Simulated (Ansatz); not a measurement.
**BFH₆Si₂: a ladder of functionals and wavefunction methods**

The task here is to estimate one member of a computed series from the others.

The runs use Ansatz 0.2.0, Gaussian basis; functionals in def2-TZVPP, the program's frozen cores in correlated methods.

Levels to be run: LDA (SPW92), PBE-D4, revPBE-D4, BLYP-D4, r2SCAN-D4, B97M-V, PBE0-D4, B3LYP-D4, r2SCANh-D4, r2SCAN0-D4, HSE06-D4, BHLYP-D4, CAM-B3LYP-D4, LC-ωPBE, ωB97X-V, ωB97M-V, B2PLYP, PBE-QIDH; CCSD(T)/def2-SVP; CCSD(T)/def2-TZVPP; MP2/def2-QZVPP; extrapolation to the limit; RPA on PBE.

### The geometry

An earlier PBE0-D4 in a triple-zeta def2 set relaxation fixed the geometry.

SMILES `F[SiH2]B[SiH3]`, 10 atoms, charge 0, spin multiplicity 1.

Atoms are counted from 1 here; the program's logs count them from 0.

Bond lengths: F1–Si2 1.608 Å, Si2–B3 1.996 Å, Si2–H5 1.489 Å, Si2–H6 1.490 Å, B3–Si4 2.004 Å, B3–H7 1.199 Å, Si4–H8 1.496 Å, Si4–H9 1.487 Å, Si4–H10 1.488 Å. Angles: F1–Si2–B3 113.1°, F1–Si2–H5 107.1°, F1–Si2–H6 107.3°, B3–Si2–H5 110.6°, B3–Si2–H6 109.7°, H5–Si2–H6 108.9°, Si2–B3–Si4 125.2°, Si2–B3–H7 115.5°, Si4–B3–H7 119.2°, B3–Si4–H8 103.6°, B3–Si4–H9 113.4°, B3–Si4–H10 114.2°, H8–Si4–H9 108.0°, H8–Si4–H10 108.1°, H9–Si4–H10 109.1°.

Set-up of the first run:

Input file in.yaml:

```yaml
crystal:
  periodic: [false, false, false]
  atoms:
    - {symbol: F, position_ang: [-2.182444, 0.965114, 0.116026]}
    - {symbol: Si, position_ang: [-0.884795, 1.317559, -0.764959]}
    - {symbol: B, position_ang: [0.679092, 0.146649, -0.357465]}
    - {symbol: Si, position_ang: [0.677797, -1.364731, 0.958035]}
    - {symbol: H, position_ang: [-1.278725, 1.188464, -2.195451]}
    - {symbol: H, position_ang: [-0.534081, 2.739025, -0.486548]}
    - {symbol: H, position_ang: [1.661601, 0.350798, -1.013311]}
    - {symbol: H, position_ang: [0.155072, -2.521329, 0.166383]}
    - {symbol: H, position_ang: [-0.236999, -1.145842, 2.109197]}
    - {symbol: H, position_ang: [2.026583, -1.726907, 1.470893]}
basis:
  gaussian: {orbitals: def2-TZVPP}
hamiltonian: {xc: lda}
output: {orbitals: {seedname: orbitals}}
```

Command:

```console
$ ansatz run in.yaml --threads 2 --pin off --events-out ev --progress --plain --max-ram 4352MiB
```

Steps of the session up to this table: LDA; PBE-D4 (GGA); revPBE-D4 (GGA); BLYP-D4 (GGA); r2SCAN-D4 (meta-GGA); B97M-V (meta-GGA); B3LYP-D4 (hybrid); r2SCANh-D4 (hybrid); r2SCAN0-D4 (hybrid); HSE06-D4 (hybrid); BHLYP-D4 (hybrid); CAM-B3LYP-D4 (range-separated); LC-ωPBE (range-separated); ωB97X-V (range-separated); ωB97M-V (range-separated); B2PLYP (double hybrid); PBE-QIDH (double hybrid).

One table of the session follows, with a row left open; its other results are not shown here.

It belongs to the step «Frontier levels by functional». 

| functional | HOMO (eV) | LUMO (eV) | gap (eV) |
| --- | --- | --- | --- |
| LDA (SPW92) | -6.98 | -4.21 | 2.77 |
| PBE-D4 | -6.90 | -3.99 | 2.91 |
| revPBE-D4 | -6.86 | -3.89 | 2.97 |
| BLYP-D4 | -6.79 | -3.79 | 3.00 |
| r2SCAN-D4 | -7.16 | -3.74 | 3.43 |
| B97M-V | -7.30 | -3.88 | 3.42 |
| PBE0-D4 | -8.10 | -3.05 | 5.05 |
| B3LYP-D4 | -7.91 | -3.21 | 4.70 |
| r2SCANh-D4 | -7.60 | -3.41 | 4.20 |
| r2SCAN0-D4 | -8.27 | -2.92 | 5.35 |
| HSE06-D4 | -7.70 | -3.43 | 4.27 |
| BHLYP-D4 | -9.22 | -1.96 | 7.26 |
| CAM-B3LYP-D4 | -9.44 | -1.88 | 7.56 |
| LC-ωPBE | ? | ? | ? |
| ωB97X-V | -10.42 | -0.84 | 9.59 |
| ωB97M-V | -10.21 | -1.06 | 9.15 |

Q: Estimate the row for LC-ωPBE from the others.

As computed: HOMO (eV): -10.77; LUMO (eV): -0.74; gap (eV): 10.03. In the column «HOMO (eV)» it is the lowest.
